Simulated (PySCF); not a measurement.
# Li···Cd···Li: magnetic exchange

Aim: compute the magnetic exchange of Li···Cd···Li.

Computed with PySCF 2.14.0 and routines of our own; the level stands in each step. Atoms count from 0.

## Step 1: The system as given

3 atoms, charge 0, high-spin multiplicity 3; geometry from: GFN2-xTB fragments, placed rigidly.

The system (radical pair across a spacer): Li···Cd···Li. The radical centres are 9.52 Å apart; the spin sites are atom 0 (1 unpaired) and atom 1 (1 unpaired).

## Step 2: Magnetic exchange: CASSCF and SC-NEVPT2/def2-TZVP (2,2)

The job: settings as JSON, then the geometry in Å.

```
{"job": {"kind": "cas", "basis": "def2-TZVP", "active": "magnetic", "zfs": true}, "charge": 0, "high_spin_multiplicity": 3, "spin_sites": [[[0], 1], [[1], 1]]}
Li     0.000000     0.000000    -4.760000
Li     0.000000     0.000000     4.760000
Cd     0.000000     0.000000     0.000000
```

Level: CASSCF and SC-NEVPT2/def2-TZVP spin states, gas phase.

Started as:

```
> OMP_NUM_THREADS=1 python exch_run.py task.json out
```

This one command runs all jobs of the session in turn.

Output:

```text
start orbitals: natural orbitals of the high-spin HF determinant (converged)
active space: 2 electrons in 2 orbitals, 12 closed; orbitals optimised for multiplicities 3 1
macro   0  E = -181.7485249195  dE =  0.000e+00  |g| = 4.794e-03
macro   1  E = -181.7485449650  dE = -2.005e-05  |g| = 7.981e-04
macro   2  E = -181.7485455098  dE = -5.448e-07  |g| = 1.582e-04
macro   3  E = -181.7485455272  dE = -1.736e-08  |g| = 4.487e-05
CASSCF converged, mean energy = -181.7485455272
2S+1 = 3  root 0  E(CAS) = -181.74844947  E(NEVPT2) = -182.30708293  occupations 1.000 1.000
2S+1 = 1  root 0  E(CAS) = -181.74864159  E(NEVPT2) = -182.30729657  occupations 1.090 0.910
2S+1 = 1  root 1  E(CAS) = -181.57245903  E(NEVPT2) = -182.20303049  occupations 1.000 1.000
2S+1 = 1  root 2  E(CAS) = -181.57193700  E(NEVPT2) = -182.20273567  occupations 1.090 0.910
D(spin-spin) = -0.0036 cm-1, E/D = 0.000
```

Wall time 0.9 s (1 thread of Arm Neoverse V1, shared host).

Key values:

```
                   quantity          value
                 J (CASSCF)       -21 cm⁻¹
                 J (NEVPT2)       -23 cm⁻¹
low less high spin (NEVPT2)  -0.1 kcal/mol
         diradical index y0           0.91
```

Mulliken spin populations of the high-spin state:

```
atom  value (e)
 Li0       0.99
 Li1       0.99
 Cd2       0.01
```

## Step 3: Magnetic exchange: HF/def2-TZVP

The job: settings as JSON, then the geometry in Å.

```
{"job": {"kind": "bs", "xc": "HF", "basis": "def2-TZVP", "rks": true}, "charge": 0, "high_spin_multiplicity": 3, "spin_sites": [[[0], 1], [[1], 1]]}
Li     0.000000     0.000000    -4.760000
Li     0.000000     0.000000     4.760000
Cd     0.000000     0.000000     0.000000
```

Level: HF/def2-TZVP high-spin, broken-symmetry and restricted single points, gas phase.

Output:

```text
high-spin state, multiplicity 3
final grid: 36104 points
cycle   1  E = -180.2860109165  dE = -1.145e+01  |g| = 1.895e+00  |ddm| = 3.893e+00
cycle   2  E = -142.7889199918  dE =  3.750e+01  |g| = 3.922e+00  |ddm| = 4.734e+00
cycle   3  E = -180.4242884967  dE = -3.764e+01  |g| = 1.548e+00  |ddm| = 4.872e+00
cycle   4  E = -180.9770346417  dE = -5.527e-01  |g| = 9.416e-01  |ddm| = 1.012e+00
cycle   5  E = -181.6682715401  dE = -6.912e-01  |g| = 2.631e-01  |ddm| = 2.002e+00
cycle   6  E = -181.7065221798  dE = -3.825e-02  |g| = 1.764e-01  |ddm| = 3.370e-01
cycle   7  E = -181.7409758366  dE = -3.445e-02  |g| = 4.856e-02  |ddm| = 3.653e-01
cycle   8  E = -181.7480043690  dE = -7.029e-03  |g| = 1.095e-02  |ddm| = 2.216e-01
cycle   9  E = -181.7485201449  dE = -5.158e-04  |g| = 2.801e-03  |ddm| = 7.526e-02
cycle  10  E = -181.7485537764  dE = -3.363e-05  |g| = 1.577e-03  |ddm| = 2.061e-02
cycle  11  E = -181.7485629208  dE = -9.144e-06  |g| = 4.643e-04  |ddm| = 9.618e-03
cycle  12  E = -181.7485646385  dE = -1.718e-06  |g| = 1.492e-04  |ddm| = 4.356e-03
cycle  13  E = -181.7485647750  dE = -1.366e-07  |g| = 4.139e-05  |ddm| = 1.386e-03
cycle  14  E = -181.7485647888  dE = -1.377e-08  |g| = 6.417e-06  |ddm| = 5.042e-04
cycle  15  E = -181.7485647889  dE = -1.060e-10  |g| = 1.993e-06  |ddm| = 5.001e-05
converged SCF energy = -181.7485647889

broken-symmetry state, M_S = 0, start: spins of the second site flipped
final grid: 36104 points
cycle   1  E = -181.7486404197  dE = -2.858e-04  |g| = 4.913e-03  |ddm| = 3.551e-02
cycle   2  E = -181.7486732209  dE = -3.280e-05  |g| = 2.209e-03  |ddm| = 1.075e-02
cycle   3  E = -181.7486927496  dE = -1.953e-05  |g| = 1.405e-03  |ddm| = 8.455e-03
cycle   4  E = -181.7487254180  dE = -3.267e-05  |g| = 7.266e-04  |ddm| = 1.991e-02
cycle   5  E = -181.7487355543  dE = -1.014e-05  |g| = 2.779e-04  |ddm| = 1.476e-02
cycle   6  E = -181.7487362275  dE = -6.733e-07  |g| = 5.697e-05  |ddm| = 4.285e-03
cycle   7  E = -181.7487362548  dE = -2.722e-08  |g| = 2.609e-05  |ddm| = 4.969e-04
cycle   8  E = -181.7487362613  dE = -6.548e-09  |g| = 8.583e-06  |ddm| = 2.909e-04
converged SCF energy = -181.7487362613

<S^2> high spin = 2.0004, broken symmetry = 1.0022
E(HS) - E(BS) = 37.63 cm-1
J_noodleman = -37.63 cm-1
J_unprojected = -18.82 cm-1
J_yamaguchi = -37.70 cm-1

restricted closed-shell singlet
final grid: 36104 points
cycle   1  E = -181.6782739527  dE = -1.025e-02  |g| = 2.592e-02  |ddm| = 5.427e-01
cycle   2  E = -181.6803886448  dE = -2.115e-03  |g| = 1.464e-02  |ddm| = 1.751e-01
cycle   3  E = -181.6813649809  dE = -9.763e-04  |g| = 4.882e-03  |ddm| = 1.451e-01
cycle   4  E = -181.6814493590  dE = -8.438e-05  |g| = 2.043e-03  |ddm| = 4.718e-02
cycle   5  E = -181.6814574271  dE = -8.068e-06  |g| = 2.723e-04  |ddm| = 1.996e-02
cycle   6  E = -181.6814574666  dE = -3.944e-08  |g| = 4.701e-05  |ddm| = 1.357e-03
cycle   7  E = -181.6814574685  dE = -1.945e-09  |g| = 3.705e-06  |ddm| = 4.455e-04
converged SCF energy = -181.6814574685
```

Run time: 0.5 s. Hardware: 1 thread of Arm Neoverse V1, shared host; peak memory 0.2 GiB.

From this job:

```
                                                                           quantity          value
                                                                      J (Yamaguchi)       -38 cm⁻¹
                                                      low less high spin, projected  -0.2 kcal/mol
closed shell less high spin (no spin gap: the broken-symmetry state lies far lower)  42.1 kcal/mol
```

## Step 4: Magnetic exchange: PBE/def2-TZVP

The job: settings as JSON, then the geometry in Å.

```
{"job": {"kind": "bs", "xc": "PBE", "grid": 1, "basis": "def2-TZVP", "rks": true}, "charge": 0, "high_spin_multiplicity": 3, "spin_sites": [[[0], 1], [[1], 1]]}
Li     0.000000     0.000000    -4.760000
Li     0.000000     0.000000     4.760000
Cd     0.000000     0.000000     0.000000
```

Level: PBE/def2-TZVP high-spin, broken-symmetry and restricted single points, gas phase.

Output:

```text
high-spin state, multiplicity 3
final grid: 18376 points
cycle   1  E = -182.7126256334  dE = -1.662e-02  |g| = 1.113e-01  |ddm| = 5.405e-01
cycle   2  E = -182.7101599759  dE =  2.466e-03  |g| = 1.517e-01  |ddm| = 1.622e-01
cycle   3  E = -182.7155917494  dE = -5.432e-03  |g| = 5.114e-03  |ddm| = 1.090e-01
cycle   4  E = -182.7156176508  dE = -2.590e-05  |g| = 7.256e-04  |ddm| = 1.992e-02
cycle   5  E = -182.7156180154  dE = -3.646e-07  |g| = 5.157e-05  |ddm| = 2.093e-03
cycle   6  E = -182.7156180176  dE = -2.150e-09  |g| = 4.523e-06  |ddm| = 1.999e-04
converged SCF energy = -182.7156180176

broken-symmetry state, M_S = 0, start: spins of the second site flipped
final grid: 18376 points
cycle   1  E = -182.7159464526  dE = -6.352e-04  |g| = 1.263e-03  |ddm| = 9.309e-02
cycle   2  E = -182.7159512277  dE = -4.775e-06  |g| = 8.854e-04  |ddm| = 1.144e-02
cycle   3  E = -182.7159529001  dE = -1.672e-06  |g| = 4.799e-04  |ddm| = 4.472e-03
cycle   4  E = -182.7159529853  dE = -8.521e-08  |g| = 1.051e-04  |ddm| = 5.088e-04
cycle   5  E = -182.7159530066  dE = -2.132e-08  |g| = 2.423e-05  |ddm| = 4.348e-04
cycle   6  E = -182.7159530074  dE = -8.335e-10  |g| = 5.744e-06  |ddm| = 8.721e-05
converged SCF energy = -182.7159530074

<S^2> high spin = 2.0003, broken symmetry = 0.9831
E(HS) - E(BS) = 73.52 cm-1
J_noodleman = -73.52 cm-1
J_unprojected = -36.76 cm-1
J_yamaguchi = -72.28 cm-1

restricted closed-shell singlet
final grid: 18376 points
cycle   1  E = -182.7013134592  dE = -7.277e-04  |g| = 7.740e-03  |ddm| = 2.248e-01
cycle   2  E = -182.7012966786  dE =  1.678e-05  |g| = 1.214e-02  |ddm| = 4.983e-02
cycle   3  E = -182.7013488723  dE = -5.219e-05  |g| = 1.033e-03  |ddm| = 2.288e-02
cycle   4  E = -182.7013495412  dE = -6.689e-07  |g| = 4.033e-04  |ddm| = 5.885e-03
cycle   5  E = -182.7013498398  dE = -2.986e-07  |g| = 7.346e-05  |ddm| = 2.386e-03
cycle   6  E = -182.7013455815  dE =  4.258e-06  |g| = 1.661e-03  |ddm| = 5.240e-03
cycle   7  E = -182.7013498459  dE = -4.264e-06  |g| = 5.222e-06  |ddm| = 5.099e-03
cycle   8  E = -182.7013498459  dE = -4.198e-11  |g| = 2.533e-07  |ddm| = 2.390e-05
converged SCF energy = -182.7013498459
```

Wall time 2.2 s (1 thread of Arm Neoverse V1, shared host); peak memory 0.21 GiB.

In short:

```
                                                                           quantity          value
                                                                      J (Yamaguchi)       -72 cm⁻¹
                                                      low less high spin, projected  -0.4 kcal/mol
closed shell less high spin (no spin gap: the broken-symmetry state lies far lower)   9.0 kcal/mol
```

## Step 5: Magnetic exchange: CASSCF and SC-NEVPT2/def2-TZVP (2,2)

The job: settings as JSON, then the geometry in Å.

```
{"job": {"kind": "cas", "basis": "def2-TZVP", "active": "natural", "max": 6, "thr": 0.008, "zfs": false, "fc": false}, "charge": 0, "high_spin_multiplicity": 3, "spin_sites": [[[0], 1], [[1], 1]]}
Li     0.000000     0.000000    -4.760000
Li     0.000000     0.000000     4.760000
Cd     0.000000     0.000000     0.000000
```

Method: CASSCF and SC-NEVPT2/def2-TZVP spin states, gas phase.

Output:

```text
start orbitals: natural orbitals of the high-spin HF determinant (converged)
active space: 2 electrons in 2 orbitals, 12 closed; orbitals optimised for multiplicities 3 1
macro   0  E = -181.7485249195  dE =  0.000e+00  |g| = 4.794e-03
macro   1  E = -181.7485449650  dE = -2.005e-05  |g| = 7.981e-04
macro   2  E = -181.7485455098  dE = -5.448e-07  |g| = 1.582e-04
macro   3  E = -181.7485455272  dE = -1.736e-08  |g| = 4.487e-05
CASSCF converged, mean energy = -181.7485455272
2S+1 = 3  root 0  E(CAS) = -181.74844947  E(NEVPT2) = -182.30708293  occupations 1.000 1.000
2S+1 = 1  root 0  E(CAS) = -181.74864159  E(NEVPT2) = -182.30729657  occupations 1.090 0.910
```

It took 0.7 s on 1 thread of Arm Neoverse V1, shared host; peak memory 0.21 GiB.

Key values:

```
                   quantity          value
                 J (CASSCF)       -21 cm⁻¹
                 J (NEVPT2)       -23 cm⁻¹
low less high spin (NEVPT2)  -0.1 kcal/mol
         diradical index y0           0.91
```

## Step 6: The levels compared

J for H = −2J S1·S2; the gap is low spin less high spin (projected; unprojected where the broken-symmetry state collapsed; or NEVPT2):

```
step                                 level  geometry  J (cm⁻¹)  gap (kcal/mol)   time
   2  CASSCF and SC-NEVPT2/def2-TZVP (2,2)       one       -23            -0.1  0.9 s
   3                          HF/def2-TZVP       one       -38            -0.2  0.5 s
   4                         PBE/def2-TZVP       one       -72            -0.4  2.2 s
   5  CASSCF and SC-NEVPT2/def2-TZVP (2,2)       one       -23            -0.1  0.7 s
```

CASSCF times leave out a start SCF that an earlier step had already made.

## Step 7: Summary of results

| quantity | value |
| --- | --- |
| J (CASSCF) (step 2, CASSCF and SC-NEVPT2/def2-TZVP (2,2)) | -21 cm⁻¹ |
| J (NEVPT2) (step 2, CASSCF and SC-NEVPT2/def2-TZVP (2,2)) | -23 cm⁻¹ |
| low less high spin (NEVPT2) (step 2, CASSCF and SC-NEVPT2/def2-TZVP (2,2)) | -0.1 kcal/mol |
| diradical index y0 (step 2, CASSCF and SC-NEVPT2/def2-TZVP (2,2)) | 0.91 |
| J | -72 (PBE/def2-TZVP) to -23 cm⁻¹ (CASSCF and SC-NEVPT2/def2-TZVP (2,2)) |

In words: The levels with a meaningful J put the low-spin state lower (antiferromagnetic coupling), from -72 to -23 cm⁻¹. The functionals give up to 3 times the NEVPT2 value: they tend to spread the spin over bridges and ligands, while a small active space tends to give too little.
